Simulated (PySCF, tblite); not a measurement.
# C₄H₆FNSi: geometry, infrared bands and NMR shifts

Wanted: the infrared bands and NMR shifts of C₄H₆FNSi (`N#C[SiH2]/C=C\CF`), by calculation.

The runs use tblite 0.8.0 and PySCF 2.14.0, with density-fitted response routines of our own; the level of theory stands in each step. All values are computed, except where a source is named. Atoms are numbered from 0 throughout.

## 1. The molecule as given

13 atoms, charge 0, multiplicity 1; geometry from: force field or distance geometry start.

Bonds of the start (Å): N0–C1 1.17, C1–Si2 1.87, Si2–C3 1.87, C3–C4 1.35, C4–C5 1.49, C5–F6 1.36, Si2–H7 1.48, Si2–H8 1.49, C3–H9 1.07, C4–H10 1.10, C5–H11 1.09, C5–H12 1.09.

## 2. Relaxing the molecule with GFN2-xTB

Job settings and geometry (Å):

```
{"job": {"kind": "relax", "xc": "GFN2-xTB", "basis": "xTB"}, "charge": 0, "multiplicity": 1}
N      2.935700     1.375200     1.302700
C      2.335000     0.528800     0.766700
Si     1.426600    -0.855800    -0.109000
C     -0.000400    -0.232500    -1.136500
C     -1.182100     0.271500    -0.733600
C     -1.717600     0.504000     0.640700
F     -0.846300     0.092000     1.600400
H      0.939500    -1.900500     0.824900
H      2.339900    -1.554300    -1.052000
H      0.201200    -0.328500    -2.186300
H     -1.875800     0.573900    -1.528800
H     -1.904900     1.567300     0.802200
H     -2.655100    -0.040500     0.791000
```

Command:

```bash
OMP_NUM_THREADS=1 python probes_run.py task.json out
```

One launch serves the whole session: the jobs run in the order shown.

**Question.** This job is followed by: GFN2-xTB harmonic vibrations, gas phase; GIAO PBE0/pcSseg-1 NMR shielding, non-relativistic, gas phase. What will the session give for the following? strongest single infrared mode (GFN2-xTB); zero-point energy (GFN2-xTB); 13C shifts against TMS (PBE0/pcSseg-1); 1H shifts against TMS (PBE0/pcSseg-1, means over atoms taken as alike); 15N shifts against NH3 (PBE0/pcSseg-1); 29Si shifts against TMS (PBE0/pcSseg-1); 19F shifts against CFCl3 (PBE0/pcSseg-1); surface potential, 1st and 99th percentile.

**Answer**, as computed:

| quantity | value |
| --- | --- |
| strongest single infrared mode (GFN2-xTB) | 2220 cm⁻¹, 332 km/mol |
| zero-point energy (GFN2-xTB) | 54.0 kcal/mol |
| 13C shifts against TMS (PBE0/pcSseg-1) | 158.2, 123.7, 121.7, 88.3 ppm |
| 1H shifts against TMS (PBE0/pcSseg-1, means over atoms taken as alike) | 6.95, 6.07, 5.66, 4.66 ppm |
| 15N shifts against NH3 (PBE0/pcSseg-1) | 359.3 ppm |
| 29Si shifts against TMS (PBE0/pcSseg-1) | -79.3 ppm |
| 19F shifts against CFCl3 (PBE0/pcSseg-1) | -247.5 ppm |
| surface potential, 1st and 99th percentile | -1.86 V and 1.52 V |

**Reading.** Relaxing lowered the energy by 0.180 eV in 86 steps; the close pair that moved most is Si2–H7, from 1.484 to 1.458 Å. All 33 modes are real, so the xTB geometry is a minimum. The strongest single mode, at 2220 cm⁻¹, moves mainly H8. GFN2-xTB is a fitted tight-binding method: band positions and strengths are rough. Its intensities can rank the bands wrongly. At PBE0/pcSseg-1: The widest tensor belongs to N0: span 586 ppm, with a paramagnetic part of -430 ppm. By nearest atom (PBE0/pcSseg-1), the HOMO sits on C3 38 %; C4 30 % and the LUMO on C3, C4 about 26 % each; Si2 9 %.
